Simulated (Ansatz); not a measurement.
# KTaO3 (Pm-3m): calculation of the dielectric tensor and Born charges in Python

How polarisable is KTaO3 (Pm-3m), and how large are its Born charges? Wanted for KTaO3 (Pm-3m): a calculation of the dielectric tensor and Born charges.

All numbers are computed with Ansatz 0.2.0 through its Python package. Level of theory: DFT PBE, plane waves, PAW.

**1. Starting point**

The structure is cubic, space group Pm-3m (No. 221). The conventional cell has a = 3.988 Å, b = 3.988 Å, c = 3.988 Å, α = 90.00°, β = 90.00°, γ = 90.00°. Around K (site symmetry m-3m) lie 12 O at 2.82 Å. Ta (site symmetry m-3m) is surrounded by 6 O at 1.99 Å. O (site symmetry 4/mmm) has 2 Ta at 1.99 Å and 4 K at 2.82 Å as nearest neighbours.

The script holds or builds the structure itself.

**2. The script**

File ktao3_eps.py:

```python
import ansatz as az
import numpy as np
from pymatgen.core import Lattice, Structure
from pymatgen.io.ase import AseAtomsAdaptor


def main() -> None:
    pmg_structure = Structure(
        Lattice([(3.9883, 0.0, 0.0), (0.0, 3.9883, 0.0), (0.0, 0.0, 3.9883)]),
        ["K", "Ta", "O", "O", "O"],
        [
            (0.5, 0.5, 0.5),
            (0.0, 0.0, 0.0),
            (0.5, 0.0, 0.0),
            (0.0, 0.5, 0.0),
            (0.0, 0.0, 0.5),
        ],
    )
    ktao3 = az.Crystal.from_ase(AseAtomsAdaptor.get_atoms(pmg_structure))

    calculation = ktao3.calculation()
    calculation = calculation.functional("pbe")
    calculation = calculation.scf(tolerance=1e-08)
    calculation = calculation.kpoints(5, center="gamma").occupations("fixed")
    calculation = calculation.dielectric()
    done = calculation.run(threads=1)
    response = done.dielectric
    eps = np.asarray(response.eps_inf)

    print("eps_inf")
    print(np.round(eps, 3) + 0.0)
    for site, z in zip(done.lattice.sites, response.zstar_e):
        print(f"{site.symbol:2s} Z* trace/3 = {np.trace(z) / 3:+.3f} e")
    print(f"charge neutrality missed by {response.zstar_sum_residual_pre_e:.4f} e before the sum rule")


if __name__ == "__main__":
    main()
```

**3. The calls as engine input**

The package turns the script's settings into the engine's input:

```yaml
crystal:
  lattice:
    - [3.9883, 0.0, 0.0]
    - [0.0, 3.9883, 0.0]
    - [0.0, 0.0, 3.9883]
  atoms:
    - { symbol: K, position: [0.5, 0.5, 0.5] }
    - { symbol: Ta, position: [0.0, 0.0, 0.0] }
    - { symbol: O, position: [0.5, 0.0, 0.0] }
    - { symbol: O, position: [0.0, 0.5, 0.0] }
    - { symbol: O, position: [0.0, 0.0, 0.5] }
kpoints:
  mp_grid:
    grid: [5, 5, 5]
    shift: [0.0, 0.0, 0.0]
hamiltonian:
  xc: pbe
scf:
  convergence:
    dr2_threshold: 1.0e-08
  occupations:
    method: fixed
dielectric: {}
```

**4. Running it**

On the command line:

```
python ktao3_eps.py
```

Without the output at hand: what should come out? Wanted: free energy; gap on the mesh; electronic dielectric constant; largest mean Born charge.

The runs gave:

| quantity | value |
| --- | --- |
| free energy | -13178.1967 eV (-2635.6393 eV/atom) |
| gap on the mesh | 2.33 eV |
| electronic dielectric constant | 5.35 |
| largest mean Born charge | +8.70 e on Ta |

**Reading.** The mean electronic dielectric constant of 5.35 means a refractive index near 2.31 below the gap, the same along all axes. The ions' share of the static constant isn't in it. On the mesh the gap is 2.33 eV; the true edges may lie between its points. Spin-orbit coupling is missing; it shifts edges that sit on the heavy atoms' p or d states. Notes:
- The run is spin-unpolarised.
- With fixed filling the reported Fermi level is the top filled level among the k-points of the SCF.
- Pressure is positive in compression.
- Spin-orbit coupling, which matters for elements this heavy, is left out.
- This is the electronic (clamped-ion) response; a semilocal gap that is too small tends to raise it. The typed mesh is that of the SCF; the response is solved on denser meshes that the run picks.
